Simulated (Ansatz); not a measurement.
**Ir (Fm-3m): equation of state with a fit from a Python script**

Where is the equilibrium volume of Ir (Fm-3m), and how stiff is it? The task is an equation of state with a fit, for Ir (Fm-3m).

The COD entry's cell or inner coordinates are ideal or old and differ from later refinements, so a difference from it is no clean test against experiment.

All numbers are computed with Ansatz 0.2.0 through its Python package. Level of theory: DFT PBE, plane waves, PAW.

**1. Starting point**

It takes space group Fm-3m (No. 225, cubic). Conventional cell: a = 3.831 Å, b = 3.831 Å, c = 3.831 Å, α = 90.00°, β = 90.00°, γ = 90.00°. Ir (site symmetry m-3m) is surrounded by 12 Ir at 2.71 Å.

No structure file is read: the coordinates are typed or built in the script.

**2. The script**

Contents of ir_eos.py:

```python
from dataclasses import dataclass
import warnings

import ansatz as az
from ase.eos import EquationOfState
from ase.units import GPa
import numpy as np


@dataclass
class Settings:
    smearing: str = "cold"
    sigma: float = 0.05
    xc: str = "PBE"
    cutoff: int = 510
    kgrid: tuple[int, ...] = (15, 15, 15)


cfg = Settings()

vectors0 = np.array([
    [0.0, 1.9156, 1.9156],
    [1.9156, 0.0, 1.9156],
    [1.9156, 1.9156, 0.0],
])
sites = [
    ("Ir", (0.0, 0.0, 0.0)),
]


def make_crystal(cell):
    crystal = az.Crystal(lattice=az.Lattice.of(cell))
    for symbol, position in sites:
        crystal = crystal.atom(symbol, position)
    return crystal


def main() -> None:
    warnings.simplefilter("ignore", az.DeckWarning)

    volumes, energies = [], []
    for scale in np.linspace(0.95, 1.07, 5):
        cell = vectors0 * scale ** (1 / 3)
        calc = make_crystal(cell).calculation()
        calc = calc.occupations(cfg.smearing, width=cfg.sigma)
        calc = calc.functional(cfg.xc).basis(cfg.cutoff)
        calc = calc.pseudopotentials("paw").kpoints(*cfg.kgrid)
        rep = calc.run(threads=1, pin="off").report
        volumes.append(abs(np.linalg.det(cell)) / len(sites))
        energies.append(rep["free_energy_ev"] / len(sites))
        print(f"V = {volumes[-1]:8.4f} A^3/atom  F = {energies[-1]:.5f} eV/atom")

    eos = EquationOfState(volumes, energies, eos="sj")
    v0, e0, bulk = eos.fit()
    print(f"V0 = {v0:.4f} A^3/atom, E0 = {e0:.5f} eV/atom, B = {bulk / GPa:.1f} GPa")
    eos.plot("eos.png")


if __name__ == "__main__":
    main()
```

**3. What the engine is handed**

The engine receives this input (first run):

```yaml
crystal:
  lattice:
    - [0.0, 1.8831259298648295, 1.8831259298648295]
    - [1.8831259298648295, 0.0, 1.8831259298648295]
    - [1.8831259298648295, 1.8831259298648295, 0.0]
  atoms:
    - { symbol: Ir, position: [0.0, 0.0, 0.0] }
basis:
  ecutwfc: 510.0
kpoints:
  mp_grid:
    grid: [15, 15, 15]
hamiltonian:
  xc: pbe
  pseudopotentials:
    kind: paw
scf:
  occupations:
    method: cold
    width: 0.05
```

**4. Running it**

Launch:

```
$ python ir_eos.py
```

The log of the run:

```text
V =  13.3557 A^3/atom  F = -11935.20339 eV/atom
V =  13.7775 A^3/atom  F = -11935.27501 eV/atom
V =  14.1993 A^3/atom  F = -11935.31055 eV/atom
V =  14.6210 A^3/atom  F = -11935.31585 eV/atom
V =  15.0428 A^3/atom  F = -11935.29582 eV/atom
V0 = 14.4892 A^3/atom, E0 = -11935.31713 eV/atom, B = 348.7 GPa
```

Run time: 13 s. Hardware: 1 thread of Arm Neoverse N1, shared host; peak memory 0.35 GiB.

**5. What changed from run to run**

The engine's inputs for some of the other runs:

Run 2, against run 1:

```diff
@@ -3,3 +3,3 @@
-    - [0.0, 1.8831259298648295, 1.8831259298648295]
-    - [1.8831259298648295, 0.0, 1.8831259298648295]
-    - [1.8831259298648295, 1.8831259298648295, 0.0]
+    - [0.0, 1.902743236779327, 1.902743236779327]
+    - [1.902743236779327, 0.0, 1.902743236779327]
+    - [1.902743236779327, 1.902743236779327, 0.0]
```

Run 4, against run 1:

```diff
@@ -3,3 +3,3 @@
-    - [0.0, 1.8831259298648295, 1.8831259298648295]
-    - [1.8831259298648295, 0.0, 1.8831259298648295]
-    - [1.8831259298648295, 1.8831259298648295, 0.0]
+    - [0.0, 1.9408081539579314, 1.9408081539579314]
+    - [1.9408081539579314, 0.0, 1.9408081539579314]
+    - [1.9408081539579314, 1.9408081539579314, 0.0]
```

Run 5, against run 1:

```diff
@@ -3,3 +3,3 @@
-    - [0.0, 1.8831259298648295, 1.8831259298648295]
-    - [1.8831259298648295, 0.0, 1.8831259298648295]
-    - [1.8831259298648295, 1.8831259298648295, 0.0]
+    - [0.0, 1.9592931536619829, 1.9592931536619829]
+    - [1.9592931536619829, 0.0, 1.9592931536619829]
+    - [1.9592931536619829, 1.9592931536619829, 0.0]
```

**6. The engine's runs**

The 5 runs, in the order started:

```
run  volume (Å³/atom)  energy from run 4 (meV/atom)  SCF cycles  CPU time (s)
  1            13.356                        112.46           5             2
  2            13.778                         40.85           5           1.9
  3            14.199                          5.30           5           1.9
  4            14.621                          0.00           5           2.1
  5            15.043                         20.04           5           2.2
```

Energies are free energies F = E - TS of the smeared occupations. 

**7. Results**

```
                      quantity            value
                 runs compared                5
               range of energy  112.46 meV/atom
lowest point, volume (Å³/atom)           14.621
      equilibrium volume (fit)    14.49 Å³/atom
            bulk modulus (fit)          349 GPa
```

A third-order Birch-Murnaghan fit through the 5 points (the script's own form differs a little) has its minimum at 14.49 Å³ an atom, 3.1 % above the typed cell, with a bulk modulus of 349 GPa and dB/dP = 5.1. From that minimum the energy rises by 113.7 meV an atom on the compressed side and 21.3 meV on the expanded side. Notes:
- Of the deposited cell: the entry's cell lengths or inner coordinates differ somewhat from later room-temperature determinations.
- Spin-orbit coupling, which matters for elements this heavy, is left out.
